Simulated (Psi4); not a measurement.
# wB97X/def2-TZVPPD run of GeH2 (SMILES [GeH2])

What is the vertical ionisation energy of GeH2 at wB97X/def2-TZVPPD? Input form: a Python script.

Program for the calculation: Psi4 1.11.

## Step 1: The structure to begin with

GeH2 has 3 atoms, charge 0, and is taken as a singlet. SMILES: `[GeH2]`. Geometry: relaxed at PBE0-D4/def2-TZVP.

Bond lengths: Ge1–H2 1.595 Å, Ge1–H3 1.594 Å. Angles: H2–Ge1–H3 90.6°.

## Step 2: The energy at wB97X/def2-TZVPPD

Contents of geh2.xyz:

```xyz
3
GeH2
Ge    -0.570100     0.405100    -0.263700
H      0.783000     0.743600     0.509000
H     -0.212900    -1.148700    -0.245300
```

Contents of calc.py:

```python
import psi4

psi4.set_memory('2200 MB')
psi4.set_num_threads(1)
psi4.set_output_file('run.log', False)

with open('geh2.xyz') as f:
    atoms = ''.join(f.readlines()[2:])
m = psi4.geometry('0 1\n' + atoms + 'symmetry c1')

psi4.set_options({
    'basis': 'def2-TZVPPD',
    'puream': True,
    'e_convergence': 1e-09,
    'd_convergence': 1e-08,
    'scf_type': 'pk',
    'dft_radial_points': 99,
    'dft_spherical_points': 590,
})

e_tot, wfn = psi4.energy('wb97x', return_wfn=True)
psi4.oeprop(wfn, 'QUADRUPOLE', 'LOWDIN_CHARGES', 'MAYER_INDICES')
print(f'total energy {e_tot:.8f} hartree = {e_tot * 27.211386:.5f} eV')
```

Run with:

```
$ python calc.py
```

run.log, cut to the lines that bear on the results:

```text
[...]
  Running in c1 symmetry.
[...]
  Nuclear repulsion =   21.473702028079785
[...]
  Multiplicity = 1
[...]
  Nalpha       = 17
  Nbeta        = 17
[...]
    Number of basis functions: 88
[...]
   @RKS iter   1: -2076.73365759706076   -2.26934e+00   3.41810e-02 DIIS/ADIIS
[...]
   @RKS iter  10: -2078.18604827103081   -3.81988e-11   8.84924e-09 DIIS
[...]
    Orbital Energies [Eh]
    ---------------------
    Doubly Occupied:
       1A   -398.558994     2A    -49.811370     3A    -44.335908
       4A    -44.331747     5A    -44.330717     6A     -6.321428
       7A     -4.505006     8A     -4.492191     9A     -4.488758
      10A     -1.332492    11A     -1.329194    12A     -1.326396
      13A     -1.318373    14A     -1.315869    15A     -0.636897
      16A     -0.413452    17A     -0.336359
[...]
  @RKS Final Energy: -2078.18604827103081
   => Energetics <=
    Nuclear Repulsion Energy =             21.4737020280797850
    One-Electron Energy =               -2938.1488626794143784
    Two-Electron Energy =                 901.2914840311427724
    DFT Exchange-Correlation Energy =     -62.8023716508393335
    Empirical Dispersion Energy =           0.0000000000000000
    VV10 Nonlocal Energy =                  0.0000000000000000
    Total Energy =                      -2078.1860482710308133
[...]
 Multipole Moments:
 ------------------------------------------------------------------------------------
     Multipole            Electronic (a.u.)      Nuclear  (a.u.)        Total (a.u.)
 ------------------------------------------------------------------------------------
 L = 1.  Multiply by 2.5417464519 to convert [e a0] to [Debye]
 Dipole X            :         -1.9957693            1.9501117           -0.0456575
 Dipole Y            :          1.2960156           -1.2664574            0.0295582
 Dipole Z            :          0.0000000           -0.0000000            0.0000000
 Magnitude           :                                                    0.0543903
 L = 2.  Multiply by 1.3450342976 to convert [e a0^2] to [Debye ang]
 Quadrupole XX       :        -25.0481647            8.7786336          -16.2695311
 Quadrupole XY       :          0.3501736            0.2615070            0.6116806
[...]
```

Standard output:

```text
total energy -2078.18604827 hartree = -56550.32274 eV
```

Run time: 13 s. Hardware: 1 thread of Intel Xeon Platinum 8259CL at 2.50GHz (Skylake/Cascade Lake), shared host; peak memory 0.81 GiB.

## Step 3: The doublet cation: energy and forces at U-wB97X/def2-TZVPPD

geh2.xyz is that of step 2.

Contents of calc.py:

```python
import psi4

psi4.set_memory('2200 MB')
psi4.set_num_threads(1)
psi4.set_output_file('psi4.out', False)

with open('geh2.xyz') as f:
    atoms = ''.join(f.readlines()[2:])
molecule = psi4.geometry('1 2\n' + atoms + 'symmetry c1')

options = {'reference': 'uks', 'puream': True, 'e_convergence': 1e-09, 'd_convergence': 1e-08, 'scf_type': 'pk', 'dft_radial_points': 99, 'dft_spherical_points': 590, 'maxiter': 100}
psi4.set_options(options)

E = psi4.gradient('wb97x/def2-TZVPPD', molecule=molecule)
print('gradient / Eh bohr^-1')
print(E.np.round(6))
```

Run with:

```
$ python calc.py
```

psi4.out, cut to the lines that bear on the results:

```text
[...]
  Running in c1 symmetry.
[...]
  Nuclear repulsion =   21.473702028079785
[...]
  Multiplicity = 2
[...]
  Nalpha       = 17
  Nbeta        = 16
[...]
    Number of basis functions: 88
[...]
   @UKS iter   1: -2076.61553339061948   -2.15122e+00   3.27429e-02 DIIS/ADIIS
[...]
   @UKS iter  11: -2077.83447208117059   -2.27374e-11   7.82099e-09 DIIS
[...]
   @S^2 Observed:                7.553848098E-01
[...]
  @UKS Final Energy: -2077.83447208117059
   => Energetics <=
    Nuclear Repulsion Energy =             21.4737020280797850
    One-Electron Energy =               -2927.3125612185813225
    Two-Electron Energy =                 890.6833081243221386
    DFT Exchange-Correlation Energy =     -62.6789210149915448
    Empirical Dispersion Energy =           0.0000000000000000
    VV10 Nonlocal Energy =                  0.0000000000000000
    Total Energy =                      -2077.8344720811705884
[...]
 Multipole Moments:
 ------------------------------------------------------------------------------------
     Multipole            Electronic (a.u.)      Nuclear  (a.u.)        Total (a.u.)
 ------------------------------------------------------------------------------------
 L = 1.  Multiply by 2.5417464519 to convert [e a0] to [Debye]
 Dipole X            :         -1.8797199            1.9501117            0.0703919
 Dipole Y            :          1.2207333           -1.2664574           -0.0457241
 Dipole Z            :          0.0000000           -0.0000000            0.0000000
 Magnitude           :                                                    0.0839387
[...]
  -Total Gradient:
     Atom            X                  Y                   Z
    ------   -----------------  -----------------  -----------------
       1       -0.035305062715     0.022908776807     0.000000000000
       2        0.011830419305    -0.020569239010     0.000000000000
       3        0.023599138908    -0.002420520053     0.000000000000
[...]
```

The script printed:

```text
gradient / Eh bohr^-1
[[-0.035305  0.022909  0.      ]
 [ 0.01183  -0.020569  0.      ]
 [ 0.023599 -0.002421  0.      ]]
```

It took 32 s on 1 thread of Intel Xeon Platinum 8259CL at 2.50GHz (Skylake/Cascade Lake), shared host; peak memory 0.81 GiB.

## Step 4: Outcome

At wB97X/def2-TZVPPD:

```
                                          quantity           value
                        singlet GeH2: total energy  -2078.18605 Eh
                       singlet GeH2: dipole moment          0.14 D
                         singlet GeH2: HOMO energy        -9.15 eV
                         singlet GeH2: LUMO energy        -0.97 eV
                       singlet GeH2: HOMO–LUMO gap         8.18 eV
                      doublet cation: total energy  -2077.83447 Eh
doublet cation: HOMO energy (highest over α and β)       -17.76 eV
 doublet cation: LUMO energy (lowest over α and β)       -10.23 eV
                              doublet cation: ⟨S²⟩           0.755
          doublet cation: largest force on an atom      2.164 eV/Å
vertical ionisation energy (to the doublet cation)        9.567 eV
```

**Reading.** Removing an electron at fixed nuclei costs 9.57 eV (923 kJ/mol). −ε(HOMO) before ionisation, 9.15 eV, is 0.41 eV below this ionisation energy.
